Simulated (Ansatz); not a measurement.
**C₃H₈Ge: basis-set convergence**

Aim: see how fast density functionals converge with the basis set for C₃H₈Ge.

The runs use Ansatz 0.2.0, Gaussian basis; one geometry, several basis sets.

Levels to be run: PBE0-D4/def2-SVP; ωB97M-V/def2-SVP; PBE0-D4/def2-QZVPP; ωB97M-V/def2-QZVPP; the functionals' def2-TZVPP values are taken from earlier runs.

## Step 1: The relaxed structure

An earlier PBE0-D4 in a triple-zeta def2 set relaxation fixed the geometry.

SMILES `C=C[CH2][GeH3]`, 12 atoms, charge 0, spin multiplicity 1.

Atoms are counted from 1 here; the program's logs count them from 0.

Bond lengths: C1–C2 1.328 Å, C1–H5 1.086 Å, C1–H6 1.083 Å, C2–C3 1.485 Å, C2–H7 1.089 Å, C3–Ge4 1.972 Å, C3–H8 1.093 Å, C3–H9 1.094 Å, Ge4–H10 1.539 Å, Ge4–H11 1.537 Å, Ge4–H12 1.540 Å. Angles: C2–C1–H5 121.5°, C2–C1–H6 121.4°, H5–C1–H6 117.1°, C1–C2–C3 125.4°, C1–C2–H7 118.6°, C3–C2–H7 115.9°, C2–C3–Ge4 111.2°, C2–C3–H8 111.4°, C2–C3–H9 111.3°, Ge4–C3–H8 107.8°, Ge4–C3–H9 106.9°, H8–C3–H9 108.0°, C3–Ge4–H10 109.6°, C3–Ge4–H11 109.5°, C3–Ge4–H12 110.3°, H10–Ge4–H11 109.1°, H10–Ge4–H12 108.9°, H11–Ge4–H12 109.4°.

Coordinates:

```tsv
atom	x (Å)	y (Å)	z (Å)
C1	-1.20911	1.66845	0.02436
C2	-0.12245	1.02518	0.43432
C3	-0.04310	-0.42795	0.72882
Ge4	0.93927	-1.38811	-0.68600
H5	-2.15804	1.15588	-0.10166
H6	-1.18817	2.72850	-0.19775
H7	0.80553	1.58443	0.54246
H8	-1.03744	-0.87378	0.80700
H9	0.48665	-0.61474	1.66722
H10	2.31939	-0.73797	-0.89011
H11	0.14844	-1.31059	-2.00210
H12	1.13594	-2.86431	-0.29268
```

## Step 2: PBE0-D4 in def2-SVP

Contents of in.yaml:

```yaml
crystal:
  periodic: [false, false, false]
  atoms:
    - {symbol: C, position_ang: [-1.209115, 1.668451, 0.024364]}
    - {symbol: C, position_ang: [-0.122453, 1.025183, 0.434322]}
    - {symbol: C, position_ang: [-0.043098, -0.427954, 0.728822]}
    - {symbol: Ge, position_ang: [0.939268, -1.388112, -0.686004]}
    - {symbol: H, position_ang: [-2.158037, 1.155880, -0.101659]}
    - {symbol: H, position_ang: [-1.188171, 2.728501, -0.197747]}
    - {symbol: H, position_ang: [0.805528, 1.584430, 0.542462]}
    - {symbol: H, position_ang: [-1.037443, -0.873777, 0.807004]}
    - {symbol: H, position_ang: [0.486652, -0.614739, 1.667216]}
    - {symbol: H, position_ang: [2.319386, -0.737970, -0.890105]}
    - {symbol: H, position_ang: [0.148445, -1.310586, -2.002098]}
    - {symbol: H, position_ang: [1.135940, -2.864308, -0.292675]}
basis:
  gaussian: {orbitals: def2-SVP}
hamiltonian: {xc: pbe0, dispersion: d4}
output: {orbitals: {seedname: orbitals}}
```

Further steps of the session: ωB97M-V in def2-SVP; PBE0-D4 in def2-QZVPP; ωB97M-V in def2-QZVPP.

Q: Predict the results of all the runs planned. Wanted: PBE0-D4: double and triple zeta above quadruple; ωB97M-V: double and triple zeta above quadruple.

**Answer**, as computed:

| quantity | value |
| --- | --- |
| PBE0-D4: double and triple zeta above quadruple | 12.04, 1.41 eV |
| ωB97M-V: double and triple zeta above quadruple | 12.23, 1.38 eV |

In words: PBE0-D4 gains 10.63 eV from double to triple zeta, then 1.41 eV more. These are total energies; as a rule much of such shifts cancels in differences, which this series doesn't test. The LUMO of ωB97M-V is positive and keeps falling with the basis (2.48 to 1.78 eV): an unbound level that the basis holds in place.
